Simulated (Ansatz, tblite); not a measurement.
# The cluster B3F3: one state, many levels

Aim: run the singlet of the cluster B3F3 at one geometry on many levels, and compare frontier levels, spin and run time.

Computed with Ansatz 0.2.0, Gaussian basis. Level: as each input shows.

Levels to be run: GFN1-xTB, GFN2-xTB, PBE-D4/def2-TZVP, r2SCAN-D4/def2-TZVP, revPBE-D4/def2-TZVP, B2PLYP/def2-TZVP, HSE06-D4/def2-TZVP, PBE-D4/def2-SVP, PBE0-D4/def2-SVP, HF/STO-3G, CCSD(T)/def2-TZVPP, MP2/def2-TZVP.

2 further runs of the same task are left out: 2 set aside as unsound or not needed. Runs told in other sessions of the task aren't counted.

### 1 The relaxed structure

The geometry is that of the singlet, from an earlier relaxation (PBE0-D4/def2-SVP). At that level it is the lowest of the isomers that a small search found.

6 atoms, charge 0, spin multiplicity 1.

Bond lengths: B1–B3 1.563 Å, B1–F4 1.284 Å, B2–B3 1.563 Å, B2–F6 1.284 Å, B3–F5 1.351 Å. Angles: B3–B1–F4 167.4°, B3–B2–F6 167.4°, B1–B3–B2 85.5°, B1–B3–F5 137.3°, B2–B3–F5 137.3°.

Geometry (Å):

| atom | x (Å) | y (Å) | z (Å) |
| --- | --- | --- | --- |
| B1 | -0.2110 | 0.4725 | -0.9560 |
| B2 | -0.0091 | -0.0713 | 1.0847 |
| B3 | 0.4214 | -0.7682 | -0.2464 |
| F4 | -0.7866 | 1.5748 | -1.2761 |
| F5 | 1.0470 | -1.9080 | -0.6121 |
| F6 | -0.4617 | 0.7002 | 2.0060 |

PBE0-D4/def2-TZVP was run before; its log isn't repeated, and its numbers join the tables.

### 2 GFN1-xTB

Tight binding, by tblite at 300 K electronic temperature and without a spin-polarisation term:

```python
tblite.interface.Calculator('GFN1-xTB', numbers, positions, charge=0, uhf=0).singlepoint()
```

Energy -535.3296 eV, HOMO -10.12 eV, LUMO -8.85 eV; 0.003 s.

### 3 GFN2-xTB

Tight binding, by tblite at 300 K electronic temperature and without a spin-polarisation term:

```python
tblite.interface.Calculator('GFN2-xTB', numbers, positions, charge=0, uhf=0).singlepoint()
```

Energy -487.4439 eV, HOMO -9.42 eV, LUMO -8.37 eV; 0.002 s.

### 4 PBE-D4/def2-TZVP

start.molden holds the orbitals of an earlier run on this state, given as this run's starting guess.

The input, in.yaml:

```yaml
crystal:
  periodic: [false, false, false]
  atoms:
    - {symbol: B, position_ang: [-0.210994, 0.472461, -0.956028]}
    - {symbol: B, position_ang: [-0.009057, -0.071296, 1.084669]}
    - {symbol: B, position_ang: [0.421387, -0.768218, -0.246384]}
    - {symbol: F, position_ang: [-0.786642, 1.574821, -1.276138]}
    - {symbol: F, position_ang: [1.047040, -1.908026, -0.612104]}
    - {symbol: F, position_ang: [-0.461735, 0.700248, 2.005995]}
basis:
  gaussian: {orbitals: def2-TZVP, initial_orbitals: start.molden}
hamiltonian: {xc: pbe, dispersion: d4}
scf: {omitted_lower_state_checks: [starts]}
output: {forces: true, orbitals: {seedname: orbitals}}
```

On the command line:

```console
> ansatz run in.yaml --threads 4 --pin off --events-out ev --progress --plain --max-ram 4787MiB
```

The runs that follow: r2SCAN-D4/def2-TZVP; revPBE-D4/def2-TZVP; B2PLYP/def2-TZVP; HSE06-D4/def2-TZVP; PBE-D4/def2-SVP; PBE0-D4/def2-SVP; HF/STO-3G; CCSD(T)/def2-TZVPP; MP2/def2-TZVP.

Before running them: what should the planned runs give, taken together? Wanted: gap in def2-TZVP, named functionals, smallest and largest; correlation energy, CCSD(T)/def2-TZVPP; correlation energy, MP2/def2-TZVP; binding an atom, CCSD(T)/def2-TZVPP; PBE0 total energy, smallest basis above largest.

The runs gave:

```
                                                 quantity                                value
gap in def2-TZVP, named functionals, smallest and largest  1.04 eV (PBE-D4), 2.94 eV (PBE0-D4)
                   correlation energy, CCSD(T)/def2-TZVPP                            -28.99 eV
                        correlation energy, MP2/def2-TZVP                            -27.59 eV
                      binding an atom, CCSD(T)/def2-TZVPP                             4.318 eV
          PBE0 total energy, smallest basis above largest       12.21 eV (def2-SVP, def2-TZVP)
```

Orbital gaps of the named functionals in def2-TZVP span 1.04 eV (PBE-D4) to 2.94 eV (PBE0-D4); exact exchange widens it. A small miss in a minimal or small basis is a cancelling of errors, not accuracy. The functionals in def2-TZVP miss CCSD(T)/def2-TZVPP by +0.151 (B2PLYP) to +0.435 eV (PBE-D4) an atom. CCSD(T)/def2-TZVPP isn't at the basis-set limit; small misses against it rank nothing.
